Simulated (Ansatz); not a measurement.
# TaCl3F: the cost of one run

Computed with Ansatz 0.2.0 (DFT PBE, scalar-relativistic, plane waves, PAW, unless a step's input says otherwise).

2 further runs of the same task are left out: 2 that didn't finish.

### Step 1. The structure to begin with

Symmetry: Pm-3m, No. 221, cubic system. Conventional cell: a = 4.693 Å, b = 4.693 Å, c = 4.693 Å, α = 90.00°, β = 90.00°, γ = 90.00°. Ta (site symmetry m-3m) is surrounded by 12 Cl at 3.32 Å. Cl (site symmetry 4/mmm) is surrounded by 2 F at 2.35 Å and 4 Ta at 3.32 Å and 8 Cl at 3.32 Å. F (site symmetry m-3m) has 6 Cl at 2.35 Å in its first shell of neighbours.

Coordinates:

```
Ta Cl F
1.0
     4.69338    0.00000    0.00000
     0.00000    4.69338    0.00000
     0.00000    0.00000    4.69338
Ta Cl F
1 3 1
Direct
  0.00000 0.00000 0.00000
  0.00000 0.50000 0.50000
  0.50000 0.00000 0.50000
  0.50000 0.50000 0.00000
  0.50000 0.50000 0.50000
```

The cell is invented: species swapped into a database cell of LuBPd3 (Pm-3m, No. 221), with Ta on the Lu sites, F on the B sites and Cl on the Pd sites. Its size is a rough estimate.

### Step 2. Probe: one point on a coarse mesh

input.yaml reads:

```yaml
crystal:
  lattice:
    - [4.69337924, 0.0, 0.0]
    - [0.0, 4.69337924, 0.0]
    - [0.0, 0.0, 4.69337924]
  atoms:
    - { symbol: Ta, position: [0.0, 0.0, 0.0] }
    - { symbol: Cl, position: [0.0, 0.5, 0.5] }
    - { symbol: Cl, position: [0.5, 0.0, 0.5] }
    - { symbol: Cl, position: [0.5, 0.5, 0.0] }
    - { symbol: F, position: [0.5, 0.5, 0.5] }
basis:
  ecutwfc: 420
kpoints:
  mp_grid: { grid: [4, 4, 4] }
hamiltonian:
  xc: pbe
scf:
  occupations: { method: gaussian, width: 0.1 }
  lower_state_search: "off"
output:
  forces: true
  stress: true
  eigenvalues: true
```

Command:

```bash
$ ansatz run input.yaml --threads 1 --pin off --max-ram 2560MiB --backend cpu --events-out ev --progress --plain --runs-dir out
```

**Question.** How long does this run take on 1 thread of Intel Xeon at 2.50GHz (Skylake/Cascade Lake), shared host, and how much memory does it need?

About 5.1 s, with a peak of 0.36 GiB.
